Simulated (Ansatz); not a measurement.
# BiS (Pm-3m) in Ansatz: convergence with wavefunction cutoff

Aim: find how far wavefunction cutoff must go before the results for BiS settle, at LDA. This setting moves, with any that are tied to it; all else stays.

Everything below comes from runs of Ansatz 0.2.0. Logs are shortened: lines on timing, memory, paths and dates and some standing lists are left out, and cuts for length are marked.

## 1. Starting point

It takes space group Pm-3m (No. 221, cubic). The conventional cell has a = 4.003 Å, b = 4.003 Å, c = 4.003 Å, α = 90.00°, β = 90.00°, γ = 90.00°. Bi (site symmetry m-3m) has 8 S at 3.47 Å as nearest neighbours. S (site symmetry m-3m) is surrounded by 8 Bi at 3.47 Å.

The cell was built by a generator and needn't be a form met in nature.

## 2. With wavefunction cutoff 400 eV

Contents of input.yaml:

```yaml
crystal:
  lattice:
    - [4.00294434, 0.0, 0.0]
    - [0.0, 4.00294434, 0.0]
    - [0.0, 0.0, 4.00294434]
  atoms:
    - { symbol: Bi, position: [0.5, 0.5, 0.5] }
    - { symbol: S, position: [0.0, 0.0, 0.0] }
hamiltonian:
  xc: lda
  pseudopotentials: { kind: nc, source: spms, xc_functional: pbe }
kpoints:
  mp_grid: { grid: [6, 6, 6] }
scf:
  occupations: { method: methfessel_paxton, width: 0.05 }
output:
  forces: true
  stress: true
  eigenvalues: true
basis:
  ecutwfc: "400 eV"
```

Potentials or basis: SPMS NC.

The run is started by

```sh
> ansatz run input.yaml --threads 2 --pin off --max-ram 5632MiB --backend cpu --events-out ev --progress --plain --runs-dir out
```

Output:

```text
Warning: basis.ecutwfc = 400 eV is below the records' recommended 544.22772491976 eV, and the density's cutoff is lower with it unless basis.ecutrho_ratio is high enough to keep the records' density cutoff: compare with a run at a higher cutoff
Warning: RAYON_NUM_THREADS=2 ignored (pool sized by the plan → 2); use --threads N
Engine: ansatz 0.2.0, aarch64-unknown-linux-gnu
Pseudopotentials: kind: nc
Pseudopotential: Bi, nc, valence charge 15, recommended cutoff 517.016338673772 eV (normal), Bi.nc.azcp
Pseudopotential: S, nc, valence charge 6, recommended cutoff 544.22772491976 eV (normal), S.nc.azcp
Functional definition: SPW92
  exchange = slater_x
  correlation = pw_c
Crystal: 2 atoms, lattice volume = 64.141 Å³
Basis set: ecut = 400 eV, 1189 PW (Γ)
Bands: 15, of which v1, the nominal top of the filled ones, is band 11 counted from 1 (10 counted from 0)
Symmetry: 48 space group operations
Space group: Pm-3m (ITA 221), of the structure as read, at distance tolerance 4.0e-5 Å
k-points: 20 of 216
Non-local potential: Bi, projectors of the file, l = 0: 2, l = 1: 2, l = 2: 2
Non-local potential: S, projectors of the file, l = 0: 2, l = 1: 2, l = 2: 2
Initial density: superposition of atomic densities (chi_scale 0.1, normalization cell, long waves kept (reshape's long-wave potential 0.00 eV rms))
Initial wavefunctions: pseudopotential atomic-orbital guess
Functional: x = slater, c = lda
SCF iter   1: F=—  HF=-2381.317856 eV  |F-HF|=—  |Δ(HF+E_count)|=         —  Δρ=1.48e-2  dr2=3.28e-1  ethr=3.10e-3  ⟨swp⟩=6.3  Hψ=1767  notcnv=0
preconditioner: auto → Resta (q_TF=auto, 2.265 Å⁻¹)  ε∞=3.7  [insulator: Δε(μ)=0.049 eV  Ē_g=9.352 eV  σ=0.050 eV  W_gap=0.73  n_scr=18 (ndim 8)  ℏωp=15.4 eV  f_vac=0.000  D(μ)=3.72/eV (n_scr^D=32)  ε∞_Penn≈3.7]
SCF iter   2: F=—  HF=-2381.255284 eV  |F-HF|=—  |Δ(HF+E_count)|=   6.26e-2  S|Δr|=    0.00e0  Δρ=9.52e-3  dr2=6.30e-2  ethr=1.56e-3  ⟨swp⟩=1.9  Hψ=496  notcnv=0  defer=1
SCF iter   3: F=—  HF=-2381.242496 eV  |F-HF|=—  |Δ(HF+E_count)|=   1.28e-2  S|Δr|=    0.00e0  Δρ=4.30e-3  dr2=2.47e-2  ethr=3.00e-4  ⟨swp⟩=2.1  Hψ=428  notcnv=0  defer=9
SCF iter   4: F=—  HF=-2381.236893 eV  |F-HF|=—  |Δ(HF+E_count)|=   5.60e-3  S|Δr|=    0.00e0  Δρ=6.41e-4  dr2=4.94e-4  ethr=1.18e-4  ⟨swp⟩=2.5  Hψ=429  notcnv=0  defer=9
SCF iter   5: F=—  HF=-2381.236907 eV  |F-HF|=—  |Δ(HF+E_count)|=   1.41e-5  S|Δr|=    0.00e0  Δρ=2.74e-4  dr2=1.28e-4  ethr=2.35e-6  ⟨swp⟩=1.8  Hψ=339  notcnv=0  defer=9
SCF iter   6: F=—  HF=-2381.236887 eV  |F-HF|=—  |Δ(HF+E_count)|=   2.01e-5  S|Δr|=    0.00e0  Δρ=5.91e-5  dr2=5.89e-6  ethr=6.08e-7  ⟨swp⟩=1.0  Hψ=291  notcnv=0  defer=9
SCF iter   7: F=—  HF=-2381.236895 eV  |F-HF|=—  |Δ(HF+E_count)|=   7.31e-6  S|Δr|=    0.00e0  Δρ=6.42e-6  dr2=1.68e-8  ethr=4.76e-10  ⟨swp⟩=7.7  Hψ=1680  notcnv=0
SCF iter   8: F=-2381.236895 eV  HF=-2381.236895 eV  |F-HF|=1.64e-11  |Δ(HF+E_count)|=   1.05e-9  S|Δr|=    0.00e0  Δρ=6.34e-7  dr2=2.05e-10  ethr=8.02e-11  ⟨swp⟩=2.1  Hψ=883  notcnv=0
SCF 1 converged in 8 iterations: F = -2381.236895 eV  dr2 = 2.05e-10
SCF converged after 8 iterations
Stability not checked: this state was not tested for a lower state beside it, because cold or Methfessel-Paxton smearing, or corrected tetrahedra, fill the levels in a way that the test cannot read (fill_not_monotonic; see scf.lower_state_search)
Free energy (F): -2381.236895 eV
Harris-Foulkes:  -2381.236895 eV  (|F-HF|=1.64e-11)
Internal energy: -2381.235394 eV  (E = F + TS)
E sigma→0 (E₀):  -2381.236520 eV
Entropy (-TS):   -0.001500 eV (-0.750 meV/atom)
Fermi energy:    6.785695 eV
--- Per-component energies (eV) ---
  E_band       = -148.684102
  E_kinetic    = 950.018340
  E_local      = -1269.352868  (includes V_loc(G=0)·N_el)
  E_nonlocal   = -330.703362
  E_hartree    = 445.388365
  E_xc         = -585.007010
  E_vxc        = -389.422893  (∫ρ·V_xc dr)
  E_ewald      = -1591.578859
  E_smearing   = -0.001500  (= −TS)
  E_closure    = 0.000000  (closes the sum)
  Σ components = -2381.236895   (vs F -2381.236895, Δ=0.00e0)
--- Forces (eV/Å), atoms counted from 1 ---
  atom   1  Bi     0.00000000     0.00000000    -0.00000000
  atom   2  S      0.00000000    -0.00000000     0.00000000
  max |Σ_I F_I| component: 1.03e-28 eV/Å
--- Stress (GPa, compression-positive) ---
      -13.843095       0.000000       0.000000
        0.000000     -13.843095       0.000000
        0.000000       0.000000     -13.843095
  P = ⅓ Tr σ = -13.8431 GPa (-138.431 kbar)
--- Band table (eV; the first three rows and the last of 20) ---
  k-point 0: bands = ["-16.3812", "-16.3812", "-16.3327", "-16.3327", "-16.3327", "-6.1437", "-3.0834", "4.7517", "4.7517", "4.7517", "9.3762", "9.3762", "9.3762", "11.4001", "11.4001"]
  k-point 1: bands = ["-16.3805", "-16.3719", "-16.3343", "-16.3343", "-16.3331", "-5.9665", "-3.2682", "4.5576", "4.9276", "4.9276", "8.1435", "9.0673", "9.0673", "11.6325", "12.5811"]
  k-point 2: bands = ["-16.3800", "-16.3558", "-16.3398", "-16.3398", "-16.3316", "-5.4787", "-3.7934", "4.4993", "5.3742", "5.3742", "6.3995", "8.3516", "8.3516", "12.3237", "14.8273"]
  k-point 19: bands = ["-16.3482", "-16.3482", "-16.3482", "-16.3247", "-16.3247", "-4.5273", "-3.2561", "4.3769", "4.3769", "4.3769", "5.0816", "5.0816", "5.0816", "16.8564", "16.8564"]
```

It took 0.63 s on 2 threads of Arm Neoverse V1, shared host; peak memory 0.23 GiB.

What came out:

| Item | Value |
| --- | --- |
| Free energy | -2381.2369 eV |
| Pressure | -13.8 GPa |
| Band gap on the k mesh | none (metal or under the smearing width) |

## 3. With wavefunction cutoff 500 eV

Changes to input.yaml since step 2:

```diff
@@ -20,2 +20,2 @@
 basis:
-  ecutwfc: "400 eV"
+  ecutwfc: "500 eV"
```

Potentials or basis: SPMS NC.

The run is started by

```sh
> ansatz run input.yaml --threads 2 --pin off --max-ram 5632MiB --backend cpu --events-out ev --progress --plain --runs-dir out
```

Run time: 0.76 s. Hardware: 2 threads of Arm Neoverse V1, shared host; peak memory 0.25 GiB.

What came out:

* Free energy: -2381.2937 eV
* Pressure: -13.8 GPa
* Band gap on the k mesh: none (metal or under the smearing width)

## 4. With wavefunction cutoff 600 eV

Changes to input.yaml since step 3:

```diff
@@ -20,2 +20,2 @@
 basis:
-  ecutwfc: "500 eV"
+  ecutwfc: "600 eV"
```

The run is started by

```sh
> ansatz run input.yaml --threads 2 --pin off --max-ram 5632MiB --backend cpu --events-out ev --progress --plain --runs-dir out
```

Wall time 0.88 s (2 threads of Arm Neoverse V1, shared host); peak memory 0.26 GiB.

Results:

| Property | Result |
| --- | --- |
| Free energy | -2381.2998 eV |
| Pressure | -13.8 GPa |
| Band gap on the k mesh | none (metal or under the smearing width) |

## 5. With wavefunction cutoff 700 eV

Changes to input.yaml since step 4:

```diff
@@ -20,2 +20,2 @@
 basis:
-  ecutwfc: "600 eV"
+  ecutwfc: "700 eV"
```

The run is started by

```sh
> ansatz run input.yaml --threads 2 --pin off --max-ram 5632MiB --backend cpu --events-out ev --progress --plain --runs-dir out
```

Run time: 1.2 s. Hardware: 2 threads of Arm Neoverse V1, shared host; peak memory 0.28 GiB.

Results:

| Property | Result |
| --- | --- |
| Free energy | -2381.3015 eV |
| Pressure | -13.8 GPa |
| Band gap on the k mesh | none (metal or under the smearing width) |

## 6. With wavefunction cutoff 850 eV

Changes to input.yaml since step 5:

```diff
@@ -20,2 +20,2 @@
 basis:
-  ecutwfc: "700 eV"
+  ecutwfc: "850 eV"
```

Potentials or basis: SPMS NC.

The run is started by

```sh
> ansatz run input.yaml --threads 2 --pin off --max-ram 5632MiB --backend cpu --events-out ev --progress --plain --runs-dir out
```

Run time: 1.5 s. Hardware: 2 threads of Arm Neoverse V1, shared host; peak memory 0.31 GiB.

The run converged. Its results:

```
Free energy            : -2381.3019 eV
Pressure               : -13.8 GPa
Band gap on the k mesh : none (metal or under the smearing width)
```

## 7. With wavefunction cutoff 1000 eV

Changes to input.yaml since step 6:

```diff
@@ -20,2 +20,2 @@
 basis:
-  ecutwfc: "850 eV"
+  ecutwfc: "1000 eV"
```

The run is started by

```sh
> ansatz run input.yaml --threads 2 --pin off --max-ram 5632MiB --backend cpu --events-out ev --progress --plain --runs-dir out
```

It took 1.9 s on 2 threads of Arm Neoverse V1, shared host; peak memory 0.34 GiB.

It converged, with:

```yaml
Free_energy: -2381.3025 eV
Pressure: -13.8 GPa
Band_gap_on_the_k_mesh: none (metal or under the smearing width)
```

## 8. With wavefunction cutoff 1200 eV

Changes to input.yaml since step 7:

```diff
@@ -20,2 +20,2 @@
 basis:
-  ecutwfc: "1000 eV"
+  ecutwfc: "1200 eV"
```

The run is started by

```sh
> ansatz run input.yaml --threads 2 --pin off --max-ram 5632MiB --backend cpu --events-out ev --progress --plain --runs-dir out
```

Run time: 2.2 s. Hardware: 2 threads of Arm Neoverse V1, shared host; peak memory 0.37 GiB.

It converged, with:

```yaml
Free_energy: -2381.3026 eV
Pressure: -13.8 GPa
Band_gap_on_the_k_mesh: none (metal or under the smearing width)
```

## 9. With wavefunction cutoff 1400 eV

Changes to input.yaml since step 8:

```diff
@@ -20,2 +20,2 @@
 basis:
-  ecutwfc: "1200 eV"
+  ecutwfc: "1400 eV"
```

Potentials or basis: SPMS NC.

The run is started by

```sh
> ansatz run input.yaml --threads 2 --pin off --max-ram 5632MiB --backend cpu --events-out ev --progress --plain --runs-dir out
```

It took 2.9 s on 2 threads of Arm Neoverse V1, shared host; peak memory 0.41 GiB.

It converged, with:

```
Free energy            : -2381.3026 eV
Pressure               : -13.8 GPa
Band gap on the k mesh : none (metal or under the smearing width)
```

## 10. With wavefunction cutoff 1700 eV

Changes to input.yaml since step 9:

```diff
@@ -20,2 +20,2 @@
 basis:
-  ecutwfc: "1400 eV"
+  ecutwfc: "1700 eV"
```

The run is started by

```sh
> ansatz run input.yaml --threads 2 --pin off --max-ram 5632MiB --backend cpu --events-out ev --progress --plain --runs-dir out
```

Run time: 3.8 s. Hardware: 2 threads of Arm Neoverse V1, shared host; peak memory 0.46 GiB.

The run converged. Its results:

- Free energy: -2381.3027 eV
- Pressure: -13.8 GPa
- Band gap on the k mesh: none (metal or under the smearing width)

## 11. Summary

```tsv
wavefunction cutoff	energy less the tightest run, at zero smearing (meV/atom)	SCF cycles	CPU time (s)	peak memory (GiB)
400 eV	32.90	8	1.1	0.23
500 eV	4.49	8	1.4	0.25
600 eV	1.46	8	1.6	0.26
700 eV	0.59	8	2.3	0.28
850 eV	0.40	8	2.9	0.31
1000 eV	0.11	8	3.6	0.34
1200 eV	0.06	8	4.2	0.37
1400 eV	0.02	8	5.5	0.41
1700 eV	0.00	8	7.4	0.46
```

Against the tightest run, the energy stays within 1 meV/atom from 700 eV on. The tightest run that finished is the yardstick and may itself not be fully converged.

Caveats: spin-orbit coupling is left out, which moves the levels of the heavy elements.
